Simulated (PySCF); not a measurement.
# PtH3⁺ (quintet): changing the method

Aim: see what other levels and later steps give for PtH3⁺ (quintet).

Computed with PySCF 2.14.0. Level: method and basis as typed in the scripts.

2 further runs of the same task are left out: 2 that didn't finish.

## 1. Where the work starts

PtH3⁺ (quintet): 4 atoms, charge 1, spin multiplicity 5.

Bond lengths: Pt1–H2 1.650 Å, Pt1–H3 1.650 Å. Angles: H2–Pt1–H3 148.8°.

## 2. The run that the others are compared with

File input.py:

```python
from pyscf import gto, scf, mcscf

mol = gto.M(
    atom='Pt 0.0055 0.0089 0; H 1.6007 -0.4122 0; H -1.1419 1.1953 0; H -1.5254 -2.5085 0',
    basis='lanl2dz',
    ecp={'Pt': 'lanl2dz'},
    charge=1,
    spin=4,
    verbose=4,
)
mf = scf.ROHF(mol)
mf.level_shift = 0.3
mf = mf.newton()
mf.kernel()
mc = mcscf.CASCI(mf, 6, 4)
mc.kernel()
mc.analyze()
mf.dip_moment()
print('orbital energies (hartree):', mf.mo_energy[..., max(0, mol.nelec[1]-3):mol.nelec[0]+3].round(4))
```

Started as:

```bash
$ OMP_NUM_THREADS=1 python input.py
```

## 3. SCF alone

Variant 1 changes step after the SCF: casci → none.

input.py: that of step 2 with these lines changed.

```diff
@@ -1,2 +1,2 @@
-from pyscf import gto, scf, mcscf
+from pyscf import gto, scf
 
@@ -14,5 +14,2 @@
 mf.kernel()
-mc = mcscf.CASCI(mf, 6, 4)
-mc.kernel()
-mc.analyze()
 mf.dip_moment()
```

## 4. Gradient

Variant 2 changes step after the SCF: casci → gradient.

input.py: that of step 2 with these lines changed.

```diff
@@ -1,2 +1,2 @@
-from pyscf import gto, scf, mcscf
+from pyscf import gto, scf
 
@@ -14,5 +14,3 @@
 mf.kernel()
-mc = mcscf.CASCI(mf, 6, 4)
-mc.kernel()
-mc.analyze()
+mf.nuc_grad_method().kernel()
 mf.dip_moment()
```

## 5. Scan (ROKS)

Variant 3 changes functional: none (Hartree–Fock) → scan; SCF type: ROHF → ROKS; step after the SCF: casci → analyze.

input.py: that of step 2 with these lines changed.

```diff
@@ -1,2 +1,2 @@
-from pyscf import gto, scf, mcscf
+from pyscf import gto, dft
 
@@ -10,3 +10,3 @@
 )
-mf = scf.ROHF(mol)
+mf = dft.ROKS(mol, xc='scan')
 mf.level_shift = 0.3
@@ -14,5 +14,3 @@
 mf.kernel()
-mc = mcscf.CASCI(mf, 6, 4)
-mc.kernel()
-mc.analyze()
+mf.mulliken_pop()
 mf.dip_moment()
```

What does the calculation give? Wanted: for each run, E(SCF); from base; after the SCF.

**Answer**, as computed:

| run | E(SCF) (hartree) | from base (eV) | cycles | after the SCF |
| --- | --- | --- | --- | --- |
| base | -119.486215 | 0 | 5 macro | CASCI correlation 0.000 eV (this space leaves nothing to correlate) |
| SCF alone | -119.486215 | 0.0000 | 5 macro | n/a |
| gradient | -119.486215 | 0.0000 | 5 macro | n/a |
| scan (ROKS) | -120.322486 | not comparable | 8 macro | n/a |

What this shows: A lower total energy from another functional means nothing by itself. The dearest run is “scan (ROKS)”, at 37 s against 1.5 s.
